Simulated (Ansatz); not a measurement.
# C2H7InSi: up Jacob's ladder to CCSD(T)

Aim: compute C2H7InSi with functionals from several rungs and with coupled cluster. The yardstick is the atomisation energy at the CCSD(T) limit.

Method: functionals in def2-TZVPP, the program's frozen cores in correlated methods; program: Ansatz 0.2.0, Gaussian basis.

Plan: LDA (SPW92), PBE-D4, revPBE-D4, BLYP-D4, r2SCAN-D4, B97M-V, PBE0-D4, B3LYP-D4, r2SCANh-D4, r2SCAN0-D4, HSE06-D4, BHLYP-D4, CAM-B3LYP-D4, LC-ωPBE, ωB97X-V, ωB97M-V, B2PLYP, PBE-QIDH; CCSD(T)/def2-SVP; CCSD(T)/def2-TZVPP; MP2/def2-QZVPP; extrapolation to the limit; RPA on PBE.

## Step 1: The relaxed structure

All runs share one geometry, relaxed beforehand with PBE0-D4 in a triple-zeta def2 set. In takes the def2 core potential; no spin-orbit term is included.

11 atoms, charge 0, spin multiplicity 1.

Atoms are counted from 1 here; the program's logs count them from 0.

Bond lengths: C1–Si2 1.876 Å, C1–H5 1.093 Å, C1–H6 1.093 Å, C1–H7 1.093 Å, Si2–C3 1.848 Å, Si2–H8 1.498 Å, Si2–H11 1.498 Å, C3–In4 2.257 Å, C3–H9 1.098 Å, C3–H10 1.097 Å. Angles: Si2–C1–H5 111.2°, Si2–C1–H6 110.6°, Si2–C1–H7 110.6°, H5–C1–H6 108.2°, H5–C1–H7 108.2°, H6–C1–H7 107.9°, C1–Si2–C3 116.4°, C1–Si2–H8 108.1°, C1–Si2–H11 108.1°, C3–Si2–H8 109.0°, C3–Si2–H11 109.0°, H8–Si2–H11 105.7°, Si2–C3–In4 112.6°, Si2–C3–H9 110.9°, Si2–C3–H10 110.9°, In4–C3–H9 107.1°, In4–C3–H10 107.2°, H9–C3–H10 107.7°.

As a file:

```xyz
11
C2H7InSi
C    -0.80244    1.49112    0.22690
Si   -0.37059   -0.21241   -0.42965
C     1.11795   -1.02243    0.30681
In    1.51446   -3.06725   -0.56332
H    -1.69361    1.89020   -0.26460
H    -0.99461    1.45174    1.30210
H     0.02166    2.18890    0.05814
H    -0.18534   -0.10752   -1.91240
H     0.99912   -1.14938    1.39049
H     2.01765   -0.41709    0.13776
H    -1.55887   -1.10288   -0.23144
```

## Step 2: LDA

This LDA is Slater exchange with PW92 correlation.

in.yaml reads:

```yaml
crystal:
  periodic: [false, false, false]
  atoms:
    - {symbol: C, position_ang: [-0.802443, 1.491116, 0.226901]}
    - {symbol: Si, position_ang: [-0.370586, -0.212407, -0.429647]}
    - {symbol: C, position_ang: [1.117950, -1.022426, 0.306811]}
    - {symbol: In, position_ang: [1.514465, -3.067248, -0.563320]}
    - {symbol: H, position_ang: [-1.693606, 1.890201, -0.264595]}
    - {symbol: H, position_ang: [-0.994606, 1.451736, 1.302101]}
    - {symbol: H, position_ang: [0.021661, 2.188896, 0.058140]}
    - {symbol: H, position_ang: [-0.185337, -0.107521, -1.912398]}
    - {symbol: H, position_ang: [0.999121, -1.149377, 1.390491]}
    - {symbol: H, position_ang: [2.017651, -0.417088, 0.137757]}
    - {symbol: H, position_ang: [-1.558870, -1.102882, -0.231441]}
basis:
  gaussian: {orbitals: def2-TZVPP}
hamiltonian: {xc: lda}
output: {orbitals: {seedname: orbitals}}
```

After this run come: PBE-D4 (GGA); revPBE-D4 (GGA); BLYP-D4 (GGA); r2SCAN-D4 (meta-GGA); B97M-V (meta-GGA); PBE0-D4 (hybrid); B3LYP-D4 (hybrid); r2SCANh-D4 (hybrid); r2SCAN0-D4 (hybrid); HSE06-D4 (hybrid); BHLYP-D4 (hybrid); CAM-B3LYP-D4 (range-separated); LC-ωPBE (range-separated); ωB97X-V (range-separated); ωB97M-V (range-separated); B2PLYP (double hybrid); PBE-QIDH (double hybrid); CCSD(T) in def2-SVP; CCSD(T) in def2-TZVPP; MP2 in def2-QZVPP; RPA on PBE orbitals.

Before running them: what should the planned runs give, taken together? Wanted: atomisation energy, CCSD(T)/CBS; farthest beyond LDA; mean size of error, GGA; mean size of error, meta-GGA; mean size of error, hybrid; mean size of error, range-separated; mean size of error, double hybrid; gap, smallest and largest; T1 diagnostic.

The runs gave:

| quantity | value |
| --- | --- |
| atomisation energy, CCSD(T)/CBS | 886.6 kcal/mol |
| functionals within 8.9 kcal/mol (1.0 %) | PBE-D4, r2SCAN-D4, B97M-V, PBE0-D4, B3LYP-D4, r2SCANh-D4, r2SCAN0-D4, HSE06-D4, CAM-B3LYP-D4, ωB97X-V, ωB97M-V, PBE-QIDH |
| farthest beyond LDA | BHLYP-D4 (-16.5 kcal/mol) |
| mean size of error, GGA | 8.4 kcal/mol |
| mean size of error, meta-GGA | 1.3 kcal/mol |
| mean size of error, hybrid | 6.3 kcal/mol |
| mean size of error, range-separated | 2.8 kcal/mol |
| mean size of error, double hybrid | 10.1 kcal/mol |
| gap, smallest and largest | 2.31 eV (BLYP-D4), 8.13 eV (LC-ωPBE) |
| T1 diagnostic | 0.0137 |
| triples share of the correlation energy | 3.5 % |

LDA overbinds by 101.1 kcal/mol (11 %). PBE-D4 is off by +2.9 kcal/mol. Double hybrids carry the basis error of their MP2 part in triple zeta, and no dispersion term here, so their miss is partly the set-up's. The rungs meta-GGA, range-separated, hybrid, GGA miss on average by less than the doubt on the reference (8.9 kcal/mol), so they tie. The reference freezes the cores and leaves out spin-orbit coupling and excitations past (T), and its outer-core shells are covered unevenly, so misses under about 8.9 kcal/mol can't be ranked. All levels share the lack of spin-orbit coupling, which lowers the free heavy atoms and so the true binding. Hartree-Fock recovers 75 % of the binding; the rest is correlation. CCSD(T) in def2-SVP is off by -49.1 kcal/mol, which most functionals beat. The gap grows from 2.3 to 8.1 eV across the functionals, mostly with the share of exact exchange. Correlated methods include outer-core shells of In, which these sets cover unevenly.
